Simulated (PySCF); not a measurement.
# InH2F (SMILES [H][In]([H])[F]): FCI/STO-3G

What is the vertical singlet–triplet gap of InH2F at FCI/STO-3G? Input form: a Python script.

Program for the calculation: PySCF 2.14.0.

2 further runs of the same task are left out: 2 set aside as unsound or not needed.

**1. The structure to begin with**

InH2F has 4 atoms, charge 0, and is taken as a singlet. SMILES: `[H][In]([H])[F]`. Geometry: a GFN2-xTB relaxation, a rough one for these elements and not checked as a minimum.

Bond lengths: In1–F4 1.946 Å, In1–H2 1.693 Å, In1–H3 1.691 Å. Angles: H2–In1–F4 114.4°, H3–In1–F4 114.5°, H2–In1–H3 131.1°.

**2. The energy at FCI/STO-3G**

Input file input.py:

```python
# InH2F
from pyscf import gto, mcscf
from pyscf import fci

mol = gto.M(
    atom=[
    ('In', (0.069180, 0.117330, -0.000190)),
    ('H', (1.751200, -0.073770, 0.013580)),
    ('H', (-0.891440, 1.509340, -0.018860)),
    ('F', (-0.928940, -1.552910, 0.005460)),
],
    spin=0,
    max_memory=1860,
    basis='sto-3g',
    verbose=3,
)

mf = mol.RHF()
mf.conv_tol = 1e-10
mf.kernel()
if not mf.converged:
    mf = mf.newton().run(mf.mo_coeff, mf.mo_occ)

cas = mcscf.CASCI(mf, mf.mo_coeff.shape[-1] - 19, (mol.nelec[0] - 19, mol.nelec[1] - 19))  # full CI above the frozen core
cas.fcisolver = fci.direct_spin0.FCI(mol)  # even spin states alone
cas.kernel()
print('<S^2> = %.4f' % cas.fcisolver.spin_square(cas.ci, cas.ncas, cas.nelecas)[0])
energy = cas.e_tot
print('Final energy', energy)
```

Command:

```bash
$ OMP_NUM_THREADS=1 python input.py
```

The log of the run:

```text
converged SCF energy = -5782.05900642417
CASCI E = -5782.13341712521  E(CI) = -117.454138970761  S^2 = 0.0000000
<S^2> = 0.0000
Final energy -5782.133417125207
```

Run time: 32 s. Hardware: 1 thread of Intel Xeon Platinum 8488C (Sapphire Rapids), shared host; peak memory 0.53 GiB.

**3. The triplet, same level**

Input file run.py:

```python
from pyscf import gto, scf, mcscf

mol = gto.Mole()
mol.atom = '''
In       0.069180       0.117330      -0.000190
H        1.751200      -0.073770       0.013580
H       -0.891440       1.509340      -0.018860
F       -0.928940      -1.552910       0.005460
'''
mol.basis = 'sto-3g'
mol.verbose = 4
mol.max_memory = 1860
mol.spin = 2
mol.charge = 0
mol.build()

myscf = scf.ROHF(mol)
myscf.conv_tol = 1e-10
myscf.kernel()
if not myscf.converged:
    myscf = myscf.newton().run(myscf.mo_coeff, myscf.mo_occ)

cas = mcscf.CASCI(myscf, myscf.mo_coeff.shape[-1] - 19, (mol.nelec[0] - 19, mol.nelec[1] - 19))  # full CI above the frozen core
cas.fix_spin_(ss=2.0)
cas.kernel()
etot = cas.e_tot
print('E = %.10f Eh' % etot)
```

Command:

```bash
$ OMP_NUM_THREADS=1 python run.py
```

The log of the run:

```text
PySCF version 2.14.0

[INPUT] num. atoms = 4
[INPUT] num. electrons = 60
[INPUT] charge = 0
[INPUT] spin (= nelec alpha-beta = 2S) = 2
[INPUT] symmetry False subgroup None
[INPUT] Mole.unit = angstrom
[INPUT] Symbol           X                Y                Z      unit          X                Y                Z       unit  Magmom
[INPUT]  1 In     0.069180000000   0.117330000000  -0.000190000000 AA    0.130731253297   0.221721566195  -0.000359047964 Bohr   0.0
[INPUT]  2 H      1.751200000000  -0.073770000000   0.013580000000 AA    3.309288389338  -0.139405096209   0.025662480772 Bohr   0.0
[INPUT]  3 H     -0.891440000000   1.509340000000  -0.018860000000 AA   -1.684577456482   2.852239228851  -0.035640234709 Bohr   0.0
[INPUT]  4 F     -0.928940000000  -1.552910000000   0.005460000000 AA   -1.755442186153  -2.934574596098   0.010317904640 Bohr   0.0

nuclear repulsion = 153.866038925909
number of shells = 16
number of NR pGTOs = 102
number of NR cGTOs = 34
basis = sto-3g
ecp = {}

******** <class 'pyscf.scf.rohf.ROHF'> ********
method = ROHF
initial guess = minao
damping factor = 0
level_shift factor = 0
DIIS = <class 'pyscf.scf.diis.CDIIS'>
diis_start_cycle = 1
diis_space = 8
diis_damp = 0
SCF conv_tol = 1e-10
SCF conv_tol_grad = None
SCF max_cycles = 50
direct_scf = True
direct_scf_tol = 1e-13
num. doubly occ = 29  num. singly occ = 2
Set gradient conv threshold to 1e-05
init E= -5766.22130775893
  HOMO = -0.242839386137536  LUMO = -0.176172992389571  gap/eV = 1.81408
cycle= 1 E= -5781.67065051114  delta_E= -15.4  |g|= 0.441  |ddm|= 1.84
  HOMO = 0.134396352807761  LUMO = 0.324792778188901  gap/eV = 5.18095
cycle= 2 E= -5781.70298905709  delta_E= -0.0323  |g|= 0.598  |ddm|=  1.4
  HOMO = 0.129492412994046  LUMO = 0.347744248308928  gap/eV = 5.93893
cycle= 3 E= -5781.79531295423  delta_E= -0.0923  |g|= 0.172  |ddm|= 1.15
  HOMO = 0.108549797675534  LUMO = 0.347706906468427  gap/eV = 6.50780
cycle= 4 E= -5781.82293326754  delta_E= -0.0276  |g|= 0.0524  |ddm|= 0.28
  HOMO = 0.110606038467914  LUMO = 0.348992611468047  gap/eV = 6.48683
cycle= 5 E= -5781.83896031758  delta_E= -0.016  |g|= 0.113  |ddm|= 0.312
  HOMO = 0.111126531193648  LUMO = 0.346262992639324  gap/eV = 6.39839
cycle= 6 E= -5781.85314827378  delta_E= -0.0142  |g|= 0.155  |ddm|= 0.232
  HOMO = 0.103724339204269  LUMO = 0.350112988567113  gap/eV = 6.70458
cycle= 7 E= -5781.80981759881  delta_E= 0.0433  |g|= 0.216  |ddm|= 0.447
  HOMO = 0.10331001519925  LUMO = 0.348968931369831  gap/eV = 6.68472
cycle= 8 E= -5781.80881928072  delta_E= 0.000998  |g|= 0.175  |ddm|= 0.162
  HOMO = 0.103598637471144  LUMO = 0.349176694369261  gap/eV = 6.68252
cycle= 9 E= -5781.81065834957  delta_E= -0.00184  |g|= 0.169  |ddm|= 0.0196
  HOMO = 0.103708568414248  LUMO = 0.34929973401695  gap/eV = 6.68288
cycle= 10 E= -5781.80981352234  delta_E= 0.000845  |g|= 0.177  |ddm|= 0.0136
  HOMO = 0.101917646202962  LUMO = 0.347888584271847  gap/eV = 6.69321
[... cycles 11 to 40 left out ...]
cycle= 41 E= -5781.80784696883  delta_E= -0.00158  |g|= 0.0348  |ddm|= 0.0545
  HOMO = 0.0987955414104494  LUMO = 0.347034424266908  gap/eV = 6.75492
cycle= 42 E= -5781.80717201754  delta_E= 0.000675  |g|= 0.0363  |ddm|= 0.0266
  HOMO = 0.0997228774049929  LUMO = 0.347896843429953  gap/eV = 6.75316
cycle= 43 E= -5781.80948819756  delta_E= -0.00232  |g|= 0.0315  |ddm|= 0.0809
  HOMO = 0.0977340372780561  LUMO = 0.345278782886083  gap/eV = 6.73604
cycle= 44 E= -5781.79920249541  delta_E= 0.0103  |g|= 0.0637  |ddm|= 0.278
  HOMO = 0.100820343702474  LUMO = 0.348572848591665  gap/eV = 6.74169
cycle= 45 E= -5781.8129334706  delta_E= -0.0137  |g|= 0.0307  |ddm|= 0.411
  HOMO = 0.10145484890248  LUMO = 0.348864178310254  gap/eV = 6.73235
cycle= 46 E= -5781.81478841213  delta_E= -0.00185  |g|= 0.0337  |ddm|= 0.0756
  HOMO = 0.0995633648251257  LUMO = 0.346943499132132  gap/eV = 6.73156
cycle= 47 E= -5781.80556743732  delta_E= 0.00922  |g|= 0.0417  |ddm|= 0.339
  HOMO = 0.0996141976013222  LUMO = 0.347193757308633  gap/eV = 6.73698
cycle= 48 E= -5781.80696219215  delta_E= -0.00139  |g|= 0.0368  |ddm|= 0.0409
  HOMO = 0.100947328253156  LUMO = 0.348550987968601  gap/eV = 6.73764
cycle= 49 E= -5781.81368704726  delta_E= -0.00672  |g|= 0.033  |ddm|= 0.254
  HOMO = 0.100848180742967  LUMO = 0.348423304769757  gap/eV = 6.73686
cycle= 50 E= -5781.81423230916  delta_E= -0.000545  |g|= 0.0317  |ddm|= 0.0375
SCF not converged.
SCF energy = -5781.81423230916

******** <class 'pyscf.soscf.newton_ah.SecondOrderROHF'> ********
method = SecondOrderROHF
initial guess = minao
damping factor = 0
level_shift factor = 0
DIIS = <class 'pyscf.scf.diis.CDIIS'>
diis_start_cycle = 1
diis_space = 8
diis_damp = 0
SCF conv_tol = 1e-10
SCF conv_tol_grad = None
SCF max_cycles = 50
direct_scf = True
direct_scf_tol = 1e-13
num. doubly occ = 29  num. singly occ = 2
******** <class 'pyscf.scf.rohf.ROHF'> Newton solver flags ********
SCF tol = 1e-10
conv_tol_grad = None
max. SCF cycles = 50
direct_scf = True
direct_scf_tol = 1e-13
max_cycle_inner = 12
max_stepsize = 0.05
ah_start_tol = 1e+09
ah_level_shift = 0
ah_conv_tol = 1e-12
ah_lindep = 1e-14
ah_start_cycle = 1
ah_max_cycle = 40
ah_grad_trust_region = 2.5
kf_interval = 4
kf_trust_region = 5
canonicalization = True
Set conv_tol_grad to 1e-05
  HOMO = 0.102264324479954  LUMO = 0.348053970848655  gap/eV = 6.68828
Initial guess E= -5781.81423230916  |g|= 0.0317463
macro= 0  E= -5781.88857545385  delta_E= -0.0743431  |g|= 0.0745425  3 KF 20 JK
macro= 1  E= -5781.89657755974  delta_E= -0.00800211  |g|= 0.0646911  2 KF 6 JK
macro= 2  E= -5781.89704166127  delta_E= -0.000464102  |g|= 0.00334807  3 KF 10 JK
macro= 3  E= -5781.89704189094  delta_E= -2.29671e-07  |g|= 4.51851e-06  3 KF 11 JK
macro= 4  E= -5781.89704189094  delta_E= -1.81899e-12  |g|= 3.76281e-06  1 KF 2 JK
Canonicalize SCF orbitals
macro X = 5  E=-5781.89704189094  |g|= 3.76281e-06  total 13 KF 55 JK
converged SCF energy = -5781.89704189094

******** <class 'pyscf.mcscf.casci.CASCI'> ********
CAS (12e+10e, 15o), ncore = 19, nvir = 0
natorb = False
canonicalization = True
sorting_mo_energy = False
******** <class 'pyscf.fci.addons.SpinPenaltyFCISolver'> ********
max. cycles = 200
conv_tol = 1e-08
davidson only = True
linear dependence = 1e-12
level shift = 0.001
max iter space = 12
nroots = 1
pspace_size = 400
spin = None
Density matrix diagonal elements [1.99829841 1.96984624 1.99531169 1.9868632  1.98920127 1.99978837
 1.99990117 1.99756587 1.95753892 1.88552647 1.09023685 1.004493
 0.06556999 0.03292881 0.02692975]
CASCI converged
CASCI E = -5781.95477129789  E(CI) = -117.261503074494  S^2 = 2.0000000
E = -5781.9547712979 Eh
```

Wall time 48 s (1 thread of Intel Xeon Platinum 8488C (Sapphire Rapids), shared host); peak memory 0.42 GiB.

**4. Summary of results**

Level: FCI/STO-3G, 19 core orbitals frozen.

| quantity | value |
| --- | --- |
| singlet: total energy | -5782.13342 Eh |
| singlet: dipole moment (Hartree–Fock density) | 1.38 D |
| singlet: HOMO energy (Hartree–Fock orbitals) | -8.43 eV |
| singlet: LUMO energy (Hartree–Fock orbitals) | 5.98 eV |
| singlet: HOMO–LUMO gap (Hartree–Fock orbitals) | 14.41 eV |
| singlet: correlation energy (19 core orbitals frozen) | -74.4 mEh |
| triplet: total energy | -5781.95477 Eh |
| triplet: dipole moment (Hartree–Fock density) | 4.02 D |
| triplet: correlation energy (19 core orbitals frozen) | -57.7 mEh |
| vertical energy of the triplet above the singlet | 4.861 eV |

What this shows: At this shape the triplet lies 4.86 eV (112 kcal/mol) above the singlet. In a minimal basis such a difference can be off by several eV, whatever the method. Mulliken charges (singlet) of the mean-field density run from -0.35 on F4 to +0.74 on In1. Relativity is left out (singlet) although the molecule holds a heavy atom. Mulliken charges (triplet) of the mean-field density run from -0.15 on H2 to +0.17 on In1. Relativity is left out (triplet) although the molecule holds a heavy atom.
